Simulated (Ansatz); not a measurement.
# TiPd: the cost of one run

Method: DFT PBEsol, scalar-relativistic, in Ansatz 0.2.0.

## (1) The starting structure

Symmetry: Pm-3m, No. 221, cubic system. The conventional cell has a = 3.180 Å, b = 3.180 Å, c = 3.180 Å, α = 90.00°, β = 90.00°, γ = 90.00°. Around Ti (site symmetry m-3m) lie 8 Pd at 2.75 Å. Pd (site symmetry m-3m) is surrounded by 8 Ti at 2.75 Å.

As a file:

```cif
data_structure
_symmetry_space_group_name_H-M 'P 1'
_symmetry_Int_Tables_number 1
_cell_length_a 3.1800
_cell_length_b 3.1800
_cell_length_c 3.1800
_cell_angle_alpha 90.000
_cell_angle_beta 90.000
_cell_angle_gamma 90.000
_cell_volume 32.16
loop_
_atom_site_label
_atom_site_type_symbol
_atom_site_fract_x
_atom_site_fract_y
_atom_site_fract_z
_atom_site_occupancy
Ti1 Ti 0.50000 0.50000 0.50000 1
Pd1 Pd 0.00000 0.00000 0.00000 1
```

Atoms are numbered in the order of the input: Ti1, Pd2.

## (2) After the deformation

Space group Pm-3m before, P4/mmm after.

## (3) Full-potential LAPW

Contents of input.yaml:

```yaml
crystal:
  lattice:
    - [3.18, 0.0, 0.0]
    - [0.0, 3.18, 0.0]
    - [0.0, 0.0, 3.1164]
  atoms:
    - { symbol: Ti, position: [0.5, 0.5, 0.5] }
    - { symbol: Pd, position: [0.0, 0.0, 0.0] }
kpoints:
  mp_grid: { grid: [13, 13, 13] }
  band_path:
    path:
      - [0.0, 0.0, 0.0]
      - [0.0, 0.5, 0.0]
      - [0.5, 0.5, 0.0]
      - [0.0, 0.0, 0.0]
      - [0.0, 0.0, 0.5]
      - [0.0, 0.5, 0.5]
      - [0.5, 0.5, 0.5]
      - [0.0, 0.0, 0.5]
      - [0.0, 0.5, 0.0]
    npoints: 5
scf:
  occupations: { method: fermi_dirac, width: 0.08 }
hamiltonian:
  xc: pbesol
  pseudopotentials: { kind: all_electron, lapw: { basis_error: 0.0005 } }
output:
  forces: true
  stress: true
  eigenvalues: true
```

Command:

```
> ansatz run input.yaml --threads 1 --pin off --max-ram 3072MiB --backend cpu --events-out ev --progress --plain --runs-dir out
```

**Question.** How long does this run take on 1 thread of Intel Xeon Platinum 8488C (Sapphire Rapids), shared host, and how much memory does it need?

About 45 s, with a peak of 0.78 GiB.
